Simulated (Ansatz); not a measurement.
NiMoIrPdW:

```xyz
5
Lattice="2.7662 0.0000 0.0000 -1.3831 2.3956 0.0000 0.0000 0.0000 11.0229" Properties=species:S:1:pos:R:3 pbc="T T T"
Ni    0.0000    1.5971    6.5820
Mo    0.0000    0.0000    4.5276
Pd    1.3831    0.7985    8.7654
Ir    1.3831    0.7985    2.2002
W     0.0000    1.5971   10.9936
```

The cell was built by a generator and needn't be a form met in nature.

Base run:

```yaml
Program: Ansatz 0.2.0
Functional: PBE
Potentials_or_basis: Ansatz PAW
Cutoff: "420 eV (not typed: the program's choice for these potentials)"
k_mesh: 11 × 11 × 3
Occupations: fermi-dirac, width 0.05 eV
Spin: collinear spin, ferromagnetic start
Starting_moments: "[1.0, 1.0, 0.0, 0.6, 0.0] μB"
Hubbard_terms: Ir d U = 6 eV, Mo d U = 6 eV, Ni d U = 6 eV, Pd d U = 6 eV, W d U = 6 eV
```

Its results: band gap on the k mesh none (metal or under the smearing width); pressure 22.9 GPa; net moment 4.05 μB per cell; site moments Ni +1.03; Mo +2.16; Pd +0.01; Ir +0.10; W +0.03 μB; largest force 1.400 eV/Å.

The run is repeated on the same cell with these changes: hubbard terms from Ir d U = 6 eV, Mo d U = 6 eV, Ni d U = 6 eV, Pd d U = 6 eV, W d U = 6 eV to Ir d U = 4 eV, Mo d U = 4 eV, Ni d U = 4 eV, Pd d U = 4 eV, W d U = 4 eV. What comes out?

Band gap on the k mesh none (metal or under the smearing width); pressure 6.6 GPa; net moment 1.23 μB per cell; site moments Ni +0.90; Mo +0.25; Pd +0.04; Ir -0.12; W +0.06 μB; largest force 0.897 eV/Å.

Caveats: the magnetic or orbital state may not be the lowest; the U is typed as a test and isn't derived for this compound; forces of over 1 eV/Å show positions far from the minimum, so gaps and moduli don't describe the material at rest (some runs); the starting moments weren't kept (some runs).
